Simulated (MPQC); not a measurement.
**ZnH (SMILES [ZnH]) at 4 levels**

We compute a comparison of 4 runs (UHF/3-21G, UHF/def2-SVP, UB3LYP/6-31G*, UPBE0/def2-SVP) of ZnH. 

The calculation is run with MPQC 2.3.1.

8 further runs of the same task are left out: 7 that didn't finish, 1 set aside as unsound or not needed.

**1. The molecule**

ZnH has 2 atoms, charge 0, and is taken as a doublet. As SMILES, `[ZnH]`. The shape comes from GFN2-xTB, which is rough for such elements, and wasn't checked as a minimum.

Bond lengths: Zn1–H2 1.704 Å.

**2. Energy and forces at UHF/3-21G (run 1)**

File input.in:

```
% emacs should use -*- KeyVal -*- mode
molecule<Molecule>: (
   symmetry = c1
   unit = bohr
   { atoms geometry } = {
      Zn [ 1.37044828    -0.49482479     0.68564933 ]
      H  [ -1.37044828     0.49482479    -0.68564933 ]
   }
)
basis<GaussianBasisSet>: (
   name = "3-21G"
   molecule = $:molecule
   basisdir = "."
   puream = yes
)
mpqc: (
   checkpoint = no
   savestate = no
   restart = no
   do_energy = yes
   do_gradient = yes
   optimize = no
   mole<UHF>: (
      molecule = $:molecule
      basis = $:basis
      total_charge = 0
      multiplicity = 2
      memory = 1000000000
      print_evals = yes
      maxiter = 120
      value_accuracy = 1e-08
      guess_wavefunction<UHF>: (
         molecule = $:molecule
         total_charge = 0
         multiplicity = 2
         memory = 1000000000
         value_accuracy = 1e-3
         basis<GaussianBasisSet>: (
            name = "STO-3G"
            molecule = $:molecule
         )
      )
   )
)
```

The basis set 3-21G is read from a file made from the Basis Set Exchange's data (not shown).

Started as:

```
$ mpqc input.in > input.out
```

Standard output:

```text
MPQC: Massively Parallel Quantum Chemistry
[...]
  <S^2>      = 0.767446
  total scf energy = -1769.4858838307
[...]
Value of the MolecularEnergy: -1769.4858838307
  Gradient of the MolecularEnergy:
      1    0.0130179472
      2   -0.0047003620
      3    0.0065130125
      4   -0.0130179472
      5    0.0047003620
      6   -0.0065130125
  Function Parameters:
    value_accuracy    = 8.266446e-09 (1.000000e-08) (computed)
    gradient_accuracy = 8.266446e-07 (1.000000e-06) (computed)
    hessian_accuracy  = 0.000000e+00 (1.000000e-04)
[...]
      symmetry = c1
[...]
      nbasis = 29
[...]
    nalpha = 16
    nbeta = 15
[...]
```

It took 0.32 s on 1 thread of Arm Neoverse V2, shared host.

**3. Energy and forces at UHF/def2-SVP (run 2)**

File run.in:

```
molecule<Molecule>: (
    symmetry = c1
    unit = angstrom
    { atoms geometry } = {
        Zn [ 0.725210 -0.261850 0.362830 ]
        H  [ -0.725210 0.261850 -0.362830 ]
    }
)
basis<GaussianBasisSet>: (
    name = "def2-SVP"
    molecule = $:molecule
    basisdir = "."
    puream = yes
)
mpqc: (
    checkpoint = no
    savestate = no
    restart = no
    do_energy = yes
    do_gradient = yes
    optimize = no
    mole<UHF>: (
        molecule = $:molecule
        basis = $:basis
        total_charge = 0
        multiplicity = 2
        memory = 1000000000
        print_evals = yes
        maxiter = 120
        value_accuracy = 1e-08
        guess_wavefunction<ExtendedHuckelWfn>: (
            molecule = $:molecule
            total_charge = 0
            multiplicity = 2
            basis<GaussianBasisSet>: (
                name = "STO-3G"
                molecule = $:molecule
            )
        )
    )
)
```

The basis set def2-SVP is read from a file made from the Basis Set Exchange's data (not shown).

Started as:

```
$ mpqc -o run.out run.in
```

Standard output:

```text
MPQC: Massively Parallel Quantum Chemistry
[...]
  USCF::init: total charge = 0
[...]
  iter     1 energy = -1610.6342860266 delta = 2.90905e-01
[...]
  <S^2>      = 0.771139
  total scf energy = -1778.0853181343
[...]
Value of the MolecularEnergy: -1778.0853181343
  Gradient of the MolecularEnergy:
      1    0.0067919266
      2   -0.0024523462
      3    0.0033980705
      4   -0.0067919266
      5    0.0024523462
      6   -0.0033980705
  Function Parameters:
    value_accuracy    = 8.911508e-09 (1.000000e-08) (computed)
    gradient_accuracy = 8.911508e-07 (1.000000e-06) (computed)
    hessian_accuracy  = 0.000000e+00 (1.000000e-04)
[...]
      symmetry = c1
[...]
      nbasis = 36
[...]
    nalpha = 16
    nbeta = 15
[...]
```

Wall time 0.6 s (1 thread of Arm Neoverse V2, shared host).

**4. Energy and forces at UB3LYP/6-31G(d) (spherical functions) (run 3)**

File input.in:

```
% HZn
molecule<Molecule>: (
   symmetry = c1
   unit = bohr
   { atoms geometry } = {
      Zn [ 1.37044828  -0.49482479   0.68564933 ]
      H  [ -1.37044828   0.49482479  -0.68564933 ]
   }
)
basis<GaussianBasisSet>: (
   name = "6-31G*"
   molecule = $:molecule
   basisdir = "."
   puream = yes
)
mpqc: (
   checkpoint = no
   savestate = no
   restart = no
   do_energy = yes
   do_gradient = yes
   optimize = no
   mole<UKS>: (
      molecule = $:molecule
      basis = $:basis
      total_charge = 0
      multiplicity = 2
      memory = 1000000000
      print_evals = yes
      maxiter = 120
      value_accuracy = 1e-08
      functional<StdDenFunctional>: ( name = "B3LYP" )
      integrator<RadialAngularIntegrator>: ( grid = xfine )
      guess_wavefunction<UHF>: (
         molecule = $:molecule
         total_charge = 0
         multiplicity = 2
         memory = 1000000000
         value_accuracy = 1e-3
         basis<GaussianBasisSet>: (
            name = "3-21G"
            molecule = $:molecule
         )
      )
   )
)
```

The basis set 6-31G* is read from a file made from the Basis Set Exchange's data (not shown).

Started as:

```
$ mpqc input.in > input.out
```

Standard output:

```text
MPQC: Massively Parallel Quantum Chemistry
[...]
  WARNING: BeckeIntegrationWeight usually uses the atomic maximum
           probability radius, however this is not available for
[...]
  Integrated electron density error = -0.000106026014
  iter     1 energy = -1779.3976086150 delta = 3.08467e-01
[...]
  Integrated electron density error = 0.000000027263
  iter    27 energy = -1779.6316527469 delta = 2.19651e-08
  Integrated electron density error = 0.000000027263
  iter    28 energy = -1779.6316527467 delta = 1.56797e-08
  Integrated electron density error = 0.000000027263
  iter    29 energy = -1779.6316527467 delta = 1.12747e-08
[...]
  <S^2>      = 0.756601
  total scf energy = -1779.6316527467
[...]
  Integrated electron density error = 0.000000024412
  Total Gradient:
[...]
Value of the MolecularEnergy: -1779.6316527467
  Gradient of the MolecularEnergy:
      1    0.0112815598
      2   -0.0040733365
      3    0.0056445672
      4   -0.0112815598
      5    0.0040733365
      6   -0.0056445672
  Unrestricted Kohn-Sham (UKS) Parameters:
    Function Parameters:
      value_accuracy    = 8.062654e-09 (1.000000e-08) (computed)
      gradient_accuracy = 8.062654e-07 (1.000000e-06) (computed)
      hessian_accuracy  = 0.000000e+00 (1.000000e-04)
[...]
        symmetry = c1
[...]
        nbasis = 36
[...]
      nalpha = 16
      nbeta = 15
[...]
```

Wall time 15 s (1 thread of Arm Neoverse V2, shared host).

**5. Energy and gradient at UPBE0/def2-SVP (run 4)**

File run.in:

```
% emacs should use -*- KeyVal -*- mode
molecule<Molecule>: (
    symmetry = c1
    unit = angstrom
    { atoms geometry } = {
        Zn [ 0.725210      -0.261850       0.362830 ]
        H  [ -0.725210       0.261850      -0.362830 ]
    }
)
basis<GaussianBasisSet>: (
    name = "def2-SVP"
    molecule = $:molecule
    basisdir = "."
    puream = yes
)
mpqc: (
    checkpoint = no
    savestate = no
    restart = no
    do_energy = yes
    do_gradient = yes
    optimize = no
    mole<UKS>: (
        molecule = $:molecule
        basis = $:basis
        total_charge = 0
        multiplicity = 2
        memory = 1000000000
        print_evals = yes
        maxiter = 120
        value_accuracy = 1e-08
        functional<SumDenFunctional>: (
            a0 = 0.25
            coefs = [ 0.75 1 ]
            funcs: [ <PBEXFunctional>: () <PBECFunctional>: () ]
        )
        integrator<RadialAngularIntegrator>: ( grid = xfine )
        guess_wavefunction<UHF>: (
            molecule = $:molecule
            total_charge = 0
            multiplicity = 2
            memory = 1000000000
            value_accuracy = 1e-3
            basis<GaussianBasisSet>: (
                name = "3-21G"
                molecule = $:molecule
            )
        )
    )
)
```

The basis set def2-SVP is read from a file made from the Basis Set Exchange's data (not shown).

Started as:

```
$ mpqc run.in > run.out
```

Standard output:

```text
MPQC: Massively Parallel Quantum Chemistry
[...]
  WARNING: BeckeIntegrationWeight usually uses the atomic maximum
           probability radius, however this is not available for
[...]
  Integrated electron density error = -0.000417987317
  iter     1 energy = -1779.0475700064 delta = 3.24539e-01
[...]
  Integrated electron density error = -0.000000009646
  iter    25 energy = -1779.4168329298 delta = 2.15632e-08
  Integrated electron density error = -0.000000009646
  iter    26 energy = -1779.4168329298 delta = 1.65332e-08
  Integrated electron density error = -0.000000009646
  iter    27 energy = -1779.4168329299 delta = 1.45196e-08
[...]
  <S^2>      = 0.757659
  total scf energy = -1779.4168329299
[...]
  Integrated electron density error = -0.000000012372
  Total Gradient:
[...]
Value of the MolecularEnergy: -1779.4168329299
  Gradient of the MolecularEnergy:
      1    0.0079471530
      2   -0.0028693691
      3    0.0039761430
      4   -0.0079471530
      5    0.0028693691
      6   -0.0039761430
  Unrestricted Kohn-Sham (UKS) Parameters:
    Function Parameters:
      value_accuracy    = 9.486900e-09 (1.000000e-08) (computed)
      gradient_accuracy = 9.486900e-07 (1.000000e-06) (computed)
      hessian_accuracy  = 0.000000e+00 (1.000000e-04)
[...]
        symmetry = c1
[...]
        nbasis = 36
[...]
      nalpha = 16
      nbeta = 15
[...]
```

It took 14 s on 1 thread of Arm Neoverse V2, shared host.

**6. The series**

```tsv
run	level	starting guess	integration grid	energy (Eh)	⟨S²⟩	largest force (eV/Å)	wall time
1	UHF/3-21G	STO-3G	–	-1769.485884	0.767	0.787	0.32 s
2	UHF/def2-SVP	huckel STO-3G	–	-1778.085318	0.771	0.410	0.6 s
3	UB3LYP/6-31G* (spherical functions)	3-21G	xfine	-1779.631653	0.757	0.682	15 s
4	UPBE0/def2-SVP	3-21G	xfine	-1779.416833	0.758	0.480	14 s
```

**7. Summary of results**

```
                       quantity           value
            run 4: total energy  -1779.41683 Eh
                    run 4: ⟨S²⟩           0.758
run 4: largest force on an atom      0.480 eV/Å
```

Totals of different functionals can't be ranked against each other. All runs together took 30 s, the longest 15 s.
